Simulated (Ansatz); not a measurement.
# C6H16F2N2Ti: basis-set convergence

An exercise on one series of results from a longer session: the logs are not shown, and one member is left open.

The runs use Ansatz 0.2.0, Gaussian basis; one geometry, several basis sets.

The runs, in order: PBE0-D4/def2-SVP; ωB97M-V/def2-SVP; PBE0-D4/def2-QZVPP; ωB97M-V/def2-QZVPP; the functionals' def2-TZVPP values are taken from earlier runs.

### The geometry

All runs share one geometry, relaxed beforehand with PBE0-D4 in a triple-zeta def2 set.

SMILES `CC(C)[NH][Ti]([F])([F])[NH]C(C)C`, 27 atoms, charge 0, spin multiplicity 1.

Atoms are counted from 1 here; the program's logs count them from 0.

Bond lengths: C1–C2 1.518 Å, C1–H12 1.092 Å, C1–H13 1.093 Å, C1–H14 1.094 Å, C2–C3 1.521 Å, C2–N4 1.452 Å, C2–H15 1.102 Å, C3–H16 1.093 Å, C3–H17 1.093 Å, C3–H18 1.093 Å, N4–Ti5 1.874 Å, N4–H19 1.015 Å, Ti5–F6 1.774 Å, Ti5–F7 1.774 Å, Ti5–N8 1.874 Å, N8–C9 1.452 Å, N8–H20 1.015 Å, C9–C10 1.518 Å and more. Angles: C2–C1–H12 110.5°, C2–C1–H13 111.1°, C2–C1–H14 110.5°, H12–C1–H13 108.0°, H12–C1–H14 108.4°, H13–C1–H14 108.3°, C1–C2–C3 111.2°, C1–C2–N4 110.2°, C1–C2–H15 107.9°, C3–C2–N4 110.6°, C3–C2–H15 107.9°, N4–C2–H15 108.9°, C2–C3–H16 110.2°, C2–C3–H17 111.2°, C2–C3–H18 110.8°, H16–C3–H17 108.2°, H16–C3–H18 108.6°, H17–C3–H18 107.8° and more.

As a file:

```xyz
27
charge 0, multiplicity 1
C    -0.66402   -2.07530   -0.58861
C    -1.37327   -1.25011    0.47014
C    -2.71686   -1.86233    0.83617
N    -1.54351    0.11604    0.00945
Ti   -0.80282    1.11892   -1.38998
F    -1.47927    2.74064   -1.14331
F    -1.09430    0.38076   -2.97661
N     1.06466    1.11454   -1.23045
C     1.98750    1.42928   -0.15402
C     1.26332    2.15799    0.96379
C     2.68066    0.17588    0.36411
H    -0.50393   -3.09578   -0.23505
H     0.31074   -1.64688   -0.83374
H    -1.26098   -2.11748   -1.50384
H    -0.74378   -1.24681    1.37481
H    -3.36514   -1.90415   -0.04282
H    -3.22281   -1.27282    1.60572
H    -2.58847   -2.87666    1.22220
H    -2.15602    0.64866    0.61956
H     1.54437    0.74208   -2.04422
H     2.75801    2.10601   -0.55144
H     0.77984    3.06485    0.59386
H     0.49702    1.51345    1.40444
H     1.96256    2.44002    1.75325
H     3.19020   -0.35582   -0.44358
H     3.42532    0.42792    1.12388
H     1.94915   -0.50340    0.80987
```

Set-up of the first run:

in.yaml

```yaml
crystal:
  periodic: [false, false, false]
  atoms:
    - {symbol: C, position_ang: [-0.664017, -2.075300, -0.588610]}
    - {symbol: C, position_ang: [-1.373269, -1.250106, 0.470142]}
    - {symbol: C, position_ang: [-2.716861, -1.862328, 0.836168]}
    - {symbol: N, position_ang: [-1.543507, 0.116036, 0.009449]}
    - {symbol: Ti, position_ang: [-0.802820, 1.118925, -1.389982]}
    - {symbol: F, position_ang: [-1.479269, 2.740638, -1.143311]}
    - {symbol: F, position_ang: [-1.094301, 0.380759, -2.976608]}
    - {symbol: N, position_ang: [1.064659, 1.114539, -1.230447]}
    - {symbol: C, position_ang: [1.987500, 1.429279, -0.154017]}
    - {symbol: C, position_ang: [1.263322, 2.157988, 0.963795]}
    - {symbol: C, position_ang: [2.680657, 0.175877, 0.364107]}
    - {symbol: H, position_ang: [-0.503932, -3.095775, -0.235050]}
    - {symbol: H, position_ang: [0.310744, -1.646875, -0.833736]}
    - {symbol: H, position_ang: [-1.260978, -2.117484, -1.503835]}
    - {symbol: H, position_ang: [-0.743776, -1.246806, 1.374809]}
    - {symbol: H, position_ang: [-3.365137, -1.904146, -0.042819]}
    - {symbol: H, position_ang: [-3.222807, -1.272823, 1.605719]}
    - {symbol: H, position_ang: [-2.588473, -2.876657, 1.222202]}
    - {symbol: H, position_ang: [-2.156024, 0.648661, 0.619561]}
    - {symbol: H, position_ang: [1.544370, 0.742077, -2.044219]}
    - {symbol: H, position_ang: [2.758008, 2.106010, -0.551438]}
    - {symbol: H, position_ang: [0.779842, 3.064848, 0.593864]}
    - {symbol: H, position_ang: [0.497024, 1.513446, 1.404438]}
    - {symbol: H, position_ang: [1.962565, 2.440024, 1.753249]}
    - {symbol: H, position_ang: [3.190202, -0.355818, -0.443576]}
    - {symbol: H, position_ang: [3.425325, 0.427917, 1.123877]}
    - {symbol: H, position_ang: [1.949150, -0.503404, 0.809867]}
basis:
  gaussian: {orbitals: def2-SVP}
hamiltonian: {xc: pbe0, dispersion: d4}
output: {orbitals: {seedname: orbitals}}
```

Run with:

```bash
ansatz run in.yaml --threads 11 --pin off --events-out ev --progress --plain --max-ram 110592MiB --backend cpu
```

Among the steps run: PBE0-D4 in def2-SVP; ωB97M-V in def2-SVP; PBE0-D4 in def2-QZVPP; ωB97M-V in def2-QZVPP.

One of the session's tables, all rows but one given; the rest of the session is left out.

It belongs to the step «Density functionals: the series». 

| functional | basis | HOMO (eV) |
| --- | --- | --- |
| PBE0-D4 | def2-SVP | -6.54 |
| PBE0-D4 | def2-TZVPP | ? |
| PBE0-D4 | def2-QZVPP | -6.68 |
| ωB97M-V | def2-SVP | -8.79 |
| ωB97M-V | def2-TZVPP | -8.93 |
| ωB97M-V | def2-QZVPP | -8.94 |

**Question.** Estimate the row for PBE0-D4, def2-TZVPP.

The run gave: HOMO (eV): -6.67. In the column «HOMO (eV)» it lies between PBE0-D4, def2-QZVPP (-6.68) and PBE0-D4, def2-SVP (-6.54).
